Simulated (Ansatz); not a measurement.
# Ta: a trigonal deformation path

An exercise on one series of results from a longer session: the logs are not shown, and one member is left open.

Method: DFT r2SCAN, scalar-relativistic, plane waves, PAW, in Ansatz 0.2.0.

### The starting structure

It takes space group Fm-3m (No. 225, cubic). The conventional cell has a = 4.220 Å, b = 4.220 Å, c = 4.220 Å, α = 90.00°, β = 90.00°, γ = 90.00°. Ta (site symmetry m-3m) has 12 Ta at 2.98 Å as nearest neighbours.

Structure file:

```xyz
1
Lattice="0.0000 2.1100 2.1100 2.1100 0.0000 2.1100 2.1100 2.1100 0.0000" Properties=species:S:1:pos:R:3 pbc="T T T"
Ta    0.0000    0.0000    0.0000
```

The cell is taken as given, not relaxed at this level.

### The reference cell

Reference values: F = -9944.0810 eV; pressure -1.66 GPa; largest force 0.000 eV/Å; gap on the mesh none (metal). It was computed beforehand with the settings of the runs below.

The first run:

At fixed volume and fractional coordinates, lengths along (0.577, 0.577, 0.577) are scaled against those across it; ρ is that ratio over its starting value.

File input.yaml:

```yaml
crystal:
  lattice:
    - [-0.8861444718, 1.7722889435, 1.7722889435]
    - [1.7722889435, -0.8861444718, 1.7722889435]
    - [1.7722889435, 1.7722889435, -0.8861444718]
  atoms:
    - { symbol: Ta, position: [0.0, 0.0, 0.0] }
basis:
  ecutwfc: 500
kpoints:
  mp_grid: { grid: [22, 22, 22] }
hamiltonian:
  xc: r2scan
scf:
  occupations: { method: gaussian, width: 0.15 }
output:
  forces: true
  stress: true
  eigenvalues: true
  write_density: true
  write_potential: true
  elf: true
  volumetric_format: npy
```

The run is started by

```console
> ansatz run input.yaml --threads 1 --pin off --max-ram 2560MiB --backend cpu --events-out ev --progress --plain --runs-dir out
```

Among the steps run: Point ρ = 0.500; At ρ = 2.000; Point ρ = 0.710; At ρ = 1.410; ρ = 0.600; Point ρ = 0.850; ρ = 1.200; Point ρ = 1.700; ρ = 0.930; At ρ = 1.080.

One table of the session follows, with a row left open; its other results are not shown here.

Collected from the runs (energy zero: the undisturbed cell):

```
    ρ  ΔE (meV/atom)  pressure (GPa)
0.500         1009.4            13.2
0.600          741.2             8.7
0.710          325.2             2.2
0.850           90.8            -2.0
0.930           30.6            -1.8
1.000            0.0            -1.7
1.080           25.0            -2.0
1.200              ?               ?
1.410          686.7            11.9
1.700         1918.2            42.4
2.000         3560.5            80.0
```

**Question.** Estimate the row for ρ = 1.200.

Worked estimate for «ΔE (meV/atom)». A straight line through the neighbours (1.080, 25.0) and (1.410, 686.7) gives 25.0 + (686.7 − 25.0) × (1.200 − 1.080) / (1.410 − 1.080) = 265.6; a parabola fitted to 4 rows on both sides gives 176.2.

The run gave: ΔE (meV/atom): 138.4; pressure (GPa): -0.4. In «ΔE (meV/atom)» the line misses by +127.2 and the parabola by +37.8.
